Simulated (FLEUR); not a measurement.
**Pb: equation of state with PBEsol**

Pb:

```xyz
1
Lattice="0.0000 2.4750 2.4750 2.4750 0.0000 2.4750 2.4750 2.4750 0.0000" Properties=species:S:1:pos:R:3 pbc="T T T"
Pb    0.0000    0.0000    0.0000
```

```json
{
  "Program": "FLEUR MaX-R8.1 (later development tree)",
  "Task": "equation of state",
  "Functional": "PBEsol",
  "Potentials or basis": "all-electron",
  "Basis": "FLAPW",
  "Kmax": "4.1 1/bohr",
  "k mesh": "9 × 9 × 9",
  "Occupations": "fermi-dirac, width 0.05 eV",
  "Spin": "no spin polarisation",
  "Gmax": "12.7 1/bohr",
  "Muffin-tin radii": "Pb 2.66 bohr",
  "lmax": "Pb 10",
  "lnonsphr": "Pb 10",
  "Local orbitals a species": "Pb 5"
}
```

The equilibrium volume is 29.96 Å³/atom. The bulk modulus is 49 GPa and the pressure derivative of the bulk modulus is 5.2 (rough: it moves with the points fitted).

Energy against volume, from the lowest point:
| volume (Å³/atom) | energy (meV/atom) |
| --- | --- |
| 28.503 | 11.78 |
| 29.110 | 3.61 |
| 29.716 | 0.00 |
| 30.323 | 0.32 |
| 30.929 | 4.17 |
| 31.535 | 11.04 |
| 32.142 | 20.73 |

The cell as given is a measured one (30.32 Å³/atom); PBEsol puts the equilibrium volume -1.2 % from it, thermal expansion not counted.

The run has no spin-orbit coupling, so splittings on Pb are missing.
